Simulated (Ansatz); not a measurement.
# C₅H₈O₂: up Jacob's ladder to CCSD(T)

One table from this session's results is given with a row withheld; the runs are named, their logs left out.

Program: Ansatz 0.2.0, Gaussian basis. Level of theory: functionals in def2-TZVPP, the program's frozen cores in correlated methods. These are calculated values, not measurements.

Plan: LDA (SPW92), PBE-D4, revPBE-D4, BLYP-D4, r2SCAN-D4, B97M-V, PBE0-D4, B3LYP-D4, r2SCANh-D4, r2SCAN0-D4, HSE06-D4, BHLYP-D4, CAM-B3LYP-D4, LC-ωPBE, ωB97X-V, ωB97M-V, B2PLYP, PBE-QIDH; CCSD(T)/def2-SVP; CCSD(T)/def2-TZVPP; MP2/def2-QZVPP; extrapolation to the limit; RPA on PBE.

## The relaxed structure

All runs share one geometry, relaxed beforehand with PBE0-D4 in a triple-zeta def2 set.

15 atoms, charge 0, spin multiplicity 1.

Atoms are counted from 1 here; the program's logs count them from 0.

Bond lengths: C1–C2 1.331 Å, C1–H8 1.082 Å, C1–H9 1.085 Å, C2–C3 1.498 Å, C2–C5 1.485 Å, C3–C4 1.525 Å, C3–H10 1.093 Å, C3–H11 1.093 Å, C4–H12 1.091 Å, C4–H13 1.092 Å, C4–H14 1.093 Å, C5–O6 1.205 Å, C5–O7 1.345 Å, O7–H15 0.967 Å. Angles: C2–C1–H8 121.6°, C2–C1–H9 120.7°, H8–C1–H9 117.7°, C1–C2–C3 123.8°, C1–C2–C5 120.5°, C3–C2–C5 115.7°, C2–C3–C4 112.8°, C2–C3–H10 108.8°, C2–C3–H11 108.5°, C4–C3–H10 109.1°, C4–C3–H11 110.0°, H10–C3–H11 107.5°, C3–C4–H12 110.9°, C3–C4–H13 110.6°, C3–C4–H14 110.9°, H12–C4–H13 107.9°, H12–C4–H14 108.4°, H13–C4–H14 108.1° and more.

Set-up of the first run:

The input, in.yaml:

```yaml
crystal:
  periodic: [false, false, false]
  atoms:
    - {symbol: C, position_ang: [-0.102496, 0.786991, 1.685308]}
    - {symbol: C, position_ang: [0.009703, 0.495628, 0.391587]}
    - {symbol: C, position_ang: [1.121221, -0.325867, -0.184912]}
    - {symbol: C, position_ang: [0.670226, -1.722779, -0.599171]}
    - {symbol: C, position_ang: [-0.994825, 0.992723, -0.582543]}
    - {symbol: O, position_ang: [-0.898195, 0.857477, -1.776069]}
    - {symbol: O, position_ang: [-2.039756, 1.626804, -0.021796]}
    - {symbol: H, position_ang: [-0.927890, 1.374372, 2.065459]}
    - {symbol: H, position_ang: [0.640632, 0.442603, 2.396310]}
    - {symbol: H, position_ang: [1.526678, 0.192252, -1.058329]}
    - {symbol: H, position_ang: [1.921454, -0.396402, 0.556040]}
    - {symbol: H, position_ang: [-0.109182, -1.669387, -1.360674]}
    - {symbol: H, position_ang: [1.507007, -2.288816, -1.013963]}
    - {symbol: H, position_ang: [0.277955, -2.276129, 0.257442]}
    - {symbol: H, position_ang: [-2.602530, 1.910529, -0.754698]}
basis:
  gaussian: {orbitals: def2-TZVPP}
hamiltonian: {xc: lda}
output: {orbitals: {seedname: orbitals}}
```

Command:

```bash
$ ansatz run in.yaml --threads 2 --pin off --events-out ev --progress --plain --max-ram 22528MiB --backend cuda --devices 0, --max-vram 18GiB
```

Among the steps run: LDA; PBE-D4 (GGA); revPBE-D4 (GGA); BLYP-D4 (GGA); r2SCAN-D4 (meta-GGA); B97M-V (meta-GGA); B3LYP-D4 (hybrid); r2SCANh-D4 (hybrid); r2SCAN0-D4 (hybrid); HSE06-D4 (hybrid); BHLYP-D4 (hybrid); CAM-B3LYP-D4 (range-separated); LC-ωPBE (range-separated); ωB97X-V (range-separated); ωB97M-V (range-separated); B2PLYP (double hybrid); PBE-QIDH (double hybrid).

One of the session's tables, all rows but one given; the rest of the session is left out.

It belongs to the step «Frontier levels by functional». 

| functional | HOMO (eV) | gap (eV) |
| --- | --- | --- |
| LDA (SPW92) | -6.67 | 4.09 |
| PBE-D4 | -6.44 | 4.13 |
| revPBE-D4 | -6.35 | 4.14 |
| BLYP-D4 | -6.36 | 4.18 |
| r2SCAN-D4 | -6.77 | 4.61 |
| B97M-V | ? | ? |
| PBE0-D4 | -7.96 | 6.61 |
| B3LYP-D4 | -7.74 | 6.16 |
| r2SCANh-D4 | -7.40 | 5.60 |
| r2SCAN0-D4 | -8.11 | 6.84 |
| HSE06-D4 | -7.56 | 5.83 |
| BHLYP-D4 | -8.95 | 8.69 |
| CAM-B3LYP-D4 | -9.28 | 9.07 |
| LC-ωPBE | -10.64 | 11.60 |
| ωB97X-V | -10.26 | 11.15 |
| ωB97M-V | -10.17 | 10.98 |

Q: Estimate the row for B97M-V from the others.

As computed: HOMO (eV): -6.91; gap (eV): 4.84. In the column «HOMO (eV)» it lies between r2SCANh-D4 (-7.40) and r2SCAN-D4 (-6.77).
